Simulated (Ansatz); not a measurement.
What does this script print? It uses Ansatz's Python interface.

The script, `scan.py`:
```python
"""Stretching a bond of C3H5B, the rest held rigid."""

import ansatz as az
import numpy as np

GEOMETRY = """
B     1.32490   -0.27540   -0.23140
C    -0.06950   -0.15220    0.51660
C    -1.16220   -0.37730   -0.32830
C    -0.82370    0.96000    0.12510
H     1.93610    0.69390   -0.52210
H     1.82020   -1.33810   -0.37440
H    -0.21310   -0.48820    1.56390
H    -1.79590   -1.04960   -0.89620
H    -1.01680    2.02690    0.14690
"""

molecule = az.Crystal.molecule()
for line in GEOMETRY.strip().splitlines():
    symbol, *xyz = line.split()
    molecule = molecule.atom(symbol, [float(v) for v in xyz])

symbols = [site.symbol for site in molecule.cartesian_sites]
start = np.array([site.position_ang for site in molecule.cartesian_sites])
axis = (start[6] - start[1]) / np.linalg.norm(start[6] - start[1])
moving = [6]
lengths, energies = [0.976, 1.02, 1.065, 1.109, 1.154, 1.198, 1.242, 1.309], []
for length in lengths:
    xyz = start.copy()
    xyz[moving] += (length - np.linalg.norm(start[6] - start[1])) * axis
    point = az.Crystal.molecule()
    for symbol, place in zip(symbols, xyz):
        point = point.atom(symbol, place.tolist())
    base = (
        point.calculation()
        .basis(gaussian="cc-pVDZ")
        .functional("hf")
    )
    report = base.run(threads=1).report
    energies.append(report["free_energy_ev"])
    print(f"r = {length:6.3f} A  E = {energies[-1]:.5f} eV  <S^2> = {abs(report['mean_field']['state']['spin_squared']):.3f}")

# quartic fit about the minimum
fit = np.polynomial.Polynomial.fit(lengths, np.array(energies) - min(energies), 4).convert()
roots = [r.real for r in fit.deriv().roots() if abs(r.imag) < 1e-9 and fit.deriv(2)(r.real) > 0]
r_e = min(roots, key=lambda r: abs(r - lengths[int(np.argmin(energies))]))
print(f"minimum of the fit at {r_e:.4f} A, force constant {fit.deriv(2)(r_e):.2f} eV/A^2")
```

Running `python scan.py` prints:
```text
r =  0.976 A  E = -3836.94184 eV  <S^2> = 0.000
r =  1.020 A  E = -3837.15138 eV  <S^2> = 0.000
r =  1.065 A  E = -3837.26225 eV  <S^2> = 0.000
r =  1.109 A  E = -3837.29252 eV  <S^2> = 0.000
r =  1.154 A  E = -3837.26237 eV  <S^2> = 0.000
r =  1.198 A  E = -3837.18767 eV  <S^2> = 0.000
r =  1.242 A  E = -3837.07961 eV  <S^2> = 0.000
r =  1.309 A  E = -3836.87062 eV  <S^2> = 0.000
minimum of the fit at 1.1074 A, force constant 30.91 eV/A^2
```

What to keep in mind:
- Total energies depend on the basis set; only differences at equal settings carry meaning.
- The rest of the molecule is held rigid at a force-field or estimated start geometry, and the basis set is modest; single-reference methods fail as a bond breaks.
- Hartree-Fock leaves correlation out, so bond, atomisation and ionisation energies come out well too low.
- The orbitals are restricted, so S² is zero by construction.
- Timing: 5.2 s on 1 thread of Arm Neoverse V2, with other jobs on the host, peak memory 0.19 GiB.
